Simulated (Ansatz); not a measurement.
## LiVO₂, space group P4/mmm: a check of PAW against all-electron LAPW, step by step

Computed with Ansatz's Python interface.

Notebook, run cell by cell (the value of a cell's last expression is shown):

```python
import ansatz as az
import numpy as np
```

```python
def count_gap(report):
    # lowest empty less highest filled band, counting bands; zero where they overlap
    return max(report.get("gap_by_band_count_ev") or 0.0, 0.0)
```

```python
cell = (
    az.Lattice.of([3.029525, 0.0, 0.0], [0.0, 3.029525, 0.0], [0.0, 0.0, 3.917998])
    .atom("Li", [0.0, 0.0, 0.0])
    .atom("V", [0.5, 0.5, 0.5])
    .atom("O", [0.0, 0.0, 0.5])
    .atom("O", [0.5, 0.5, 0.0])
    .moments(V=1.0)
)
```

```python
[site.symbol for site in cell.resolved().sites]
```

    ['Li', 'V', 'O', 'O']

```python
base = (
    cell.calculation()
    .functional(az.Functional.PBESOL)
    .kpoints(8, 8, 7)  # sampling of the Brillouin zone
    .occupations("fermi_dirac")  # smearing steadies the SCF of a metal
    .spin("collinear")  # two spin channels
    .stress()
    .forces()
    .band_table()
)
variants = {
    "PAW": base.pseudopotentials("paw"),
    "LAPW": base.pseudopotentials("all_electron", lapw=True),
}
# totals differ by the cores that each treatment holds, so compare what does not depend on them
rows = []
for label, variant in variants.items():
    summary = variant.run(threads=1).report
    levels = np.array(summary["eigenvalues_ev"][0]) - summary["fermi_energy_ev"]
    print(label, "levels at the first k-point near E_F:", np.round(levels[np.abs(levels) < 5], 3))
    rows.append((label, summary["n_electrons"], np.trace(summary["stress_gpa"]) / 3, float(np.abs(summary["forces_ev_ang"]).max()), count_gap(summary), summary["magnetization_mub"]))
for row in rows:
    print("; ".join(f"{name} = {round(v, 4) if isinstance(v, float) else v}" for name, v in zip(["treatment", "electrons in bands", "P GPa", "max force component eV/A", "gap by band count eV", "moment muB"], row)))
```

    DeckWarning: basis.ecutwfc = 420 eV, auto-derived from the records' recommended cutoffs: set by Li (normal level)
    PAW levels at the first k-point near E_F: [-4.655 -4.655 -3.064 -2.824 -2.824 -2.792 -0.77  -0.77  -0.211  0.347
      3.959]
    LAPW levels at the first k-point near E_F: [-4.65  -4.65  -3.06  -2.82  -2.82  -2.799 -0.772 -0.772 -0.201  0.359
      3.968]
    treatment = PAW; electrons in bands = 28.0; P GPa = -15.3944; max force component eV/A = 0.0; gap by band count eV = 0.0; moment muB = 1.6461
    treatment = LAPW; electrons in bands = 40.0; P GPa = -15.4286; max force component eV/A = 0.0; gap by band count eV = 0.0; moment muB = 1.6522

PAW gives -15.394 GPa and LAPW -15.429 GPa, 0.034 GPa apart. They took 7.3 and 81.0 s of processor time.

What to keep in mind:
- Total energies depend on the potentials; only differences at equal settings carry meaning. A total without «per atom» is that of the whole cell that was run.
- Other magnetic orders than the one started from may lie lower.
- The computed bands are complete only to about 4.0 eV above the Fermi level.
- The mesh is modest for a metal, so energies can be off by several to tens of meV an atom and pressures by half a GPa or more; differences at equal mesh fare better.
- A gap by band count of zero or less means overlapping bands, a metal.
- With one magnetic atom the cell can hold only ferromagnetic order.
- Without a Hubbard U or exact exchange, semilocal functionals often make such 3d compounds metallic or too weakly gapped.
- At these settings the cell as given stands under about -15 GPa, so it isn't at this functional's equilibrium volume.
- This cell is a computed structure, which may not be the phase found in nature.
- Gaps and levels are Kohn-Sham values on a finite set of k-points.
- Warnings are shown shortened and without file and line.
- Pressure is positive in compression; the treatments may keep other shells as core, so totals and counts of electrons can differ.
- Wall time of the script: 89 s on 1 thread of Arm Neoverse V2, on a shared host, peak memory 0.94 GiB.
